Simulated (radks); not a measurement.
**In inside a hard spherical wall**

One table from this session's results is given with a row withheld; the runs are named, their logs left out.

Program: radks (a radial shooting solver on a logarithmic mesh, Libxc functionals) version 1. Level of theory: scalar-relativistic Kohn-Sham, LDA (Slater exchange, Perdew-Wang correlation), spin-polarised, spherical densities, finite nucleus; open shells are filled with parallel spins first. These are calculated values, not measurements, unless marked.

**Starting point**

* element: indium (Z = 49)
* charge: 0
* electrons: 49
* configuration: [Kr] 4d10 5s2 5p1
* nuclear rms radius: 4.6156 fm

The outer shells:

In
```
[Kr] core
4d [↑↓][↑↓][↑↓][↑↓][↑↓]
5s [↑↓]
5p [↑ ][  ][  ]
```

The first run:

Settings of this run:

```text
Z 49
configuration [Kr] 4d10 5s2 5p1 6s0 4f0 5d0
relativity scalar-relativistic
functional lda,pw
spin polarised
nucleus finite rms 4.6156 fm
c 137.035999084
```

Among the steps run: The free atom; Wall at 20 bohr; Wall at 15 bohr; Wall at 12 bohr; Wall at 7 bohr; Wall at 6 bohr; Wall at 5 bohr; Wall at 3.5 bohr; Wall at 3 bohr; Wall at 2.5 bohr; Wall at 2 bohr.

One of the session's tables, all rows but one given; the rest of the session is left out.

| R (bohr) | E − E(free) (eV) | ε(5p) (eV) | ε(6s, empty) (eV) | ε(5d, empty) (eV) | ε(4f, empty) (eV) |
| --- | --- | --- | --- | --- | --- |
| free | 0.000 | -2.900 | -0.391 | - | - |
| 20 | 0.000 | -2.900 | -0.369 | 0.611 | 1.401 |
| 15 | 0.000 | -2.899 | -0.256 | 0.889 | 2.256 |
| 12 | 0.004 | -2.883 | 0.061 | 1.293 | 3.312 |
| 7 | 0.434 | -2.142 | 4.678 | 4.497 | 9.128 |
| 6 | 1.209 | -1.243 | 8.790 | 6.838 | 12.354 |
| 5 | 3.664 | 0.895 | 17.369 | 11.442 | 17.641 |
| 3.5 | 25.197 | 12.977 | 57.910 | 32.182 | 34.408 |
| 3 | ? | ? | ? | ? | ? |
| 2.5 | 132.24 | 52.685 | 165.64 | 86.423 | 63.928 |
| 2 | 377.51 | 120.95 | 323.51 | 166.26 | 100.03 |

**Question.** Estimate the row for R (bohr) = 3.

Worked estimate for «E − E(free) (eV)». A straight line through the neighbours (3.5, 25.197) and (2.5, 132.24) gives 25.197 + (132.24 − 25.197) × (3 − 3.5) / (2.5 − 3.5) = 78.719; a parabola fitted to 4 rows on both sides gives 70.692.

As computed: E − E(free) (eV): 54.556; ε(5p) (eV): 25.467; ε(6s, empty) (eV): 94.395; ε(5d, empty) (eV): 50.568; ε(4f, empty) (eV): 45.519. In «E − E(free) (eV)» the line misses by +24.163 and the parabola by +16.136.

In words: Eigenvalues are for spin up. At the tightest wall, 2 bohr, the energy stands 377.51 eV above the free atom and the pressure, −dE/dV, is 18719 GPa. Of the levels in the table that exist at both ends, 6s (empty) rises most from the free atom (323.90 eV). From R = 5 bohr inwards the highest occupied level lies above zero, pushed up by confinement. Shells are not refilled when levels cross, and a hard wall is a model, not a crystal.
